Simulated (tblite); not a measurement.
# C4H11GaGeS: the cost of one run

Computed with tblite 0.8.0 and PySCF 2.14.0, with density-fitted response routines of our own, on a single molecule in the gas phase. Atoms are numbered from 0 throughout.

**1. Starting geometry**

18 atoms, charge 0, multiplicity 1; geometry from: force field or distance geometry start.

Bonds of the start (Å): C0–S1 1.83, S1–Ga2 2.39, Ga2–C3 2.03, C3–C4 1.53, C4–Ge5 1.95, Ge5–C6 1.92, C6–C3 1.52, C0–H7 1.12, C0–H8 1.12, C0–H9 1.12, Ga2–H10 1.61, C3–H11 1.11, C4–H12 1.12, C4–H13 1.09, Ge5–H14 1.53, Ge5–H15 1.54, C6–H16 1.12, C6–H17 1.12.

**2. Geometry optimisation with GFN2-xTB**

Job settings and geometry (Å):

```
{"job": {"kind": "relax", "xc": "GFN2-xTB", "basis": "xTB"}, "charge": 0, "multiplicity": 1}
C      3.880500    -0.228900     0.251300
S      2.245600     0.570300     0.041800
Ga     0.531800    -0.195000     1.517300
C     -1.226600     0.072900     0.547500
C     -2.264900    -1.032200     0.377500
Ge    -2.616500    -0.485800    -1.458600
C     -0.816300    -0.100300    -0.904700
H      4.562400     0.345600    -0.428100
H      3.839900    -1.311800    -0.012100
H      4.259100    -0.077200     1.292900
H      1.109200     0.137800     2.984900
H     -1.721500     1.043800     0.745700
H     -1.845400    -2.064800     0.424000
H     -3.127200    -0.884000     1.033500
H     -2.788200    -1.622100    -2.473200
H     -3.544400     0.729500    -1.608100
H     -0.131400    -0.983900    -1.022600
H     -0.355000     0.827800    -1.320700
```

Command:

```
> OMP_NUM_THREADS=1 python probes_run.py task.json out
```

The driver reads the jobs from task.json and runs them one after another.

Q: Estimate the wall time and peak memory of this first job on 1 thread of Arm Neoverse N1, shared host.

About 2.8 s, with a peak of 0.18 GiB.
